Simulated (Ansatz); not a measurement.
# Al2O3: an axial (c/a) deformation path

The task here is to estimate one member of a computed series from the others.

Method: DFT r2SCAN, scalar-relativistic, plane waves, PAW, in Ansatz 0.2.0.

## The starting structure

Symmetry: P-3m1, No. 164, trigonal system. The conventional cell has a = 3.017 Å, b = 3.017 Å, c = 7.575 Å, α = 90.00°, β = 90.00°, γ = 120.00°. Al (site symmetry 3m) has 4 O at 1.68 to 1.84 Å as nearest neighbours. Around O (site symmetry 3m) lie 3 Al at 1.84 Å. O (site symmetry -3m) has 2 Al at 1.68 Å as nearest neighbours.

Structure file:

```
CELL_PARAMETERS angstrom
3.01748 0.00000 0.00000
-1.50874 2.61322 0.00000
0.00000 0.00000 7.57464
ATOMIC_POSITIONS crystal
Al 0.00000 0.00000 0.27795
Al 0.00000 0.00000 0.72205
O 0.33333 0.66667 0.19945
O 0.66667 0.33333 0.80055
O 0.00000 0.00000 0.50000
```

It goes back to an entry of the Materials Project, which need not be the stable form.

No relaxation comes first: the listed cell is the starting point.

## The reference cell

The reference gives a free energy of -2793.8257 eV, pressure -5.51 GPa, largest force 0.390 eV/Å and gap on the mesh 2.96 eV. It was computed beforehand with the settings of the runs below.

The first run:

At fixed volume and fractional coordinates, lengths along (0.000, 0.000, 1.000) are scaled against those across it; ρ is that ratio over its starting value.

input.yaml reads:

```yaml
crystal:
  lattice:
    - [3.1854573241, 0.0, 0.0]
    - [-1.592728662, 2.7586869653, 0.0]
    - [0.0, 0.0, 6.7968505109]
  atoms:
    - { symbol: Al, position: [0.0, 0.0, 0.277951] }
    - { symbol: Al, position: [0.0, 0.0, 0.722049] }
    - { symbol: O, position: [0.3333333333, 0.6666666667, 0.199454] }
    - { symbol: O, position: [0.6666666667, 0.3333333333, 0.800546] }
    - { symbol: O, position: [0.0, 0.0, 0.5] }
basis:
  ecutwfc: 500
kpoints:
  mp_grid: { grid: [12, 12, 4] }
hamiltonian:
  xc: r2scan
scf:
  occupations: { method: gaussian, width: 0.05 }
output:
  forces: true
  stress: true
  eigenvalues: true
```

On the command line:

```console
ansatz run input.yaml --threads 1 --pin off --max-ram 2560MiB --backend cpu --events-out ev --progress --plain --runs-dir out
```

Steps of the session up to this table: ρ = 0.850; At ρ = 1.200; Point ρ = 0.920; ρ = 1.100; At ρ = 0.960; Point ρ = 1.050; Point ρ = 0.800; At ρ = 1.300.

One table of the session follows, with a row left open; its other results are not shown here.

Collected from the runs (energy zero: the undisturbed cell):

```
    ρ  ΔE (meV/atom)  pressure (GPa)  gap on the mesh (eV)
0.800          679.3            16.0                  3.63
0.850          342.4             6.7                  4.02
0.920           83.4            -1.3                  3.81
0.960           18.5            -4.0                  3.39
1.000            0.0            -5.5                  2.96
1.050           29.5            -6.2                  2.39
1.100              ?               ?                     ?
1.200          356.4            -2.3                  0.64
1.300          688.9             3.8                  0.00
```

Estimate the missing values for ρ = 1.100.

Worked estimate for «ΔE (meV/atom)». A straight line through the neighbours (1.050, 29.5) and (1.200, 356.4) gives 29.5 + (356.4 − 29.5) × (1.100 − 1.050) / (1.200 − 1.050) = 138.5; a parabola fitted to 4 rows on both sides gives 116.3.

The run gave: ΔE (meV/atom): 105.2; pressure (GPa): -5.7; gap on the mesh (eV): 1.81. In «ΔE (meV/atom)» the line misses by +33.3 and the parabola by +11.1.

Where the gap reads zero, the mesh chosen for the insulator is on the coarse side.

Caveats from the session: The final runs have no spin polarisation, so no magnetic state was tried and one may lie lower. Layers here are held mostly by dispersion, which this level lacks, so their spacing and the stiffness across them are unreliable there.
